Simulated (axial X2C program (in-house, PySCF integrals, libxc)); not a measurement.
# AgF: properties at the nuclei

Wanted for AgF: properties at the nuclei, at the two-component level.

Program: an in-house X2C program for linear molecules on PySCF integrals. Level of theory: two-component X2C with atomic mean-field terms, Ag dyall-acv3z, F dyall-av3z. These are calculated values, not measurements.

## 1. The job

task.json reads:

```json
{
 "zs": [
  47,
  9
 ],
 "q": 0,
 "bas": [
  "dyall-acv3z",
  "dyall-av3z"
 ],
 "r0": 1.92,
 "levels": [
  "PBE0",
  "HF",
  "B3LYP"
 ],
 "nst": 1,
 "ff": 1,
 "thr": -3.5,
 "nmax": 130,
 "opt": {
  "ecut": 60
 }
}
```

Keys: zs atomic numbers; q charge; bas basis sets; r0 starting distance in Å; levels methods (HF also brings MP2); nst determinants followed; ff finite-field run; thr threshold in hartree for freezing inner shells (an s shell follows its p shell); nmax most natural virtual spinors; ecut virtual cutoff in hartree.

On the command line:

```
$ python soeom.py task.json out
```

Nuclei are Gaussian, cores are contracted, and the Gaunt term is on.

## 2. Expectation values, lowest determinant

R = 1.990 Å. State: Ω = 0 (closed shell).

Output of the PBE0 run:

```text
two-component X2C + atomic mean field  PBE0
basis functions 213  fitting functions 974  grid points 5079
iter        total energy     max residual
   1      -5412.802374223     1.69e-05
   2      -5412.802374223     1.57e-05
   3      -5412.802374226     5.38e-06
converged
one-electron -7688.12357057  Coulomb 2326.37269384  exact exchange -39.52338717  xc functional -121.17809045  nuclear repulsion 112.48339710  atomic mean-field constant -2.83341697
```

The highest occupied spinor is 51% F p, 36% Ag d, 10% Ag s.

| level | qzz Ag (a.u.) | qzz F (a.u.) | μ (D) |
| --- | --- | --- | --- |
| PBE0 | -1.09 | 1.51 | -5.76 |
| HF | -2.53 | 0.90 | -6.83 |
| B3LYP | -0.85 | 1.59 | -5.60 |

qzz is the electric field gradient, eQq0 = 234.96 MHz × Q/barn × qzz; μ is positive if F is the positive end. The operators were transformed with the bare-nucleus X2C matrices.

## 3. Finite-field coupled cluster

Output:

```text
two-component X2C + atomic mean field  HF
basis functions 213  fitting functions 974  grid points 5079
iter        total energy     max residual
   1      -5410.194445290     4.89e-01
   2      -5410.225621225     1.04e-02
   3      -5410.227014707     2.95e-02
   4      -5410.227584451     5.62e-03
   5      -5410.227667056     1.08e-03
   6      -5410.227685262     1.06e-03
   7      -5410.227686592     2.10e-04
   8      -5410.227686849     1.10e-04
   9      -5410.227686892     5.39e-05
  10      -5410.227686899     8.40e-06
  11      -5410.227686900     3.88e-06
  12      -5410.227686900     8.29e-07
converged
one-electron -7689.17232927  Coulomb 2327.59160743  exact exchange -158.29694519  xc functional 0.00000000  nuclear repulsion 112.48339710  atomic mean-field constant -2.83341697
correlated 26  virtual 310  natural virtual 130  E(MP2) -1.014485582  MP2 remainder -0.057411885
iter   CCSD correlation   residual
   1     -0.889100007   1.68e-01
   2     -0.910594191   6.64e-02
   3     -0.914547855   1.92e-02
   4     -0.914796082   9.22e-03
   5     -0.914675717   3.47e-03
   6     -0.914717952   1.49e-03
   7     -0.914724697   4.87e-04
   8     -0.914720076   1.71e-04
   9     -0.914728549   7.06e-05
  10     -0.914725139   2.66e-05
  11     -0.914725735   9.85e-06
  12     -0.914725453   3.77e-06
  13     -0.914725437   1.56e-06
(T) -0.027908349  T1 0.0207  D1 0.0644  max T2 0.041
```

T1 in the output is the amplitude norm over the root of the electron number; divide by √2 for the Lee–Taylor value.

26 electrons correlated in 130 natural virtual spinors, MP2 remainder added; T1 = 0.015.

| level | qzz Ag (a.u.) | qzz F (a.u.) | μ (D) |
| --- | --- | --- | --- |
| HF | -2.53 | 0.90 | -6.83 |
| MP2 | -1.70 | 1.30 | -6.04 |
| CCSD | -1.83 | 1.22 | -6.20 |
| CCSD(T) | -1.70 | 1.28 | -6.05 |

## 4. Outcome

| quantity | value |
| --- | --- |
| lowest determinant | Ω = 0 (closed shell) |
| qzz Ag (a.u.), PBE0 | -1.09 |
| qzz F (a.u.), PBE0 | 1.51 |
| μ (D), PBE0 | -5.76 |
| qzz Ag (a.u.), CCSD(T) | -1.70 |
| qzz F (a.u.), CCSD(T) | 1.28 |
| μ (D), CCSD(T) | -6.05 |

In words: The expectation values come from single determinants, which for open shells can mix terms of unlike spin or miss the lowest Ω, so a determinant need not be a state. qzz is the electric field gradient, eQq0 = 234.96 MHz × Q/barn × qzz; μ is positive if F is the positive end. The operators were transformed with the bare-nucleus X2C matrices. Correlation of the inner shells is missing, which matters for properties at the nucleus.
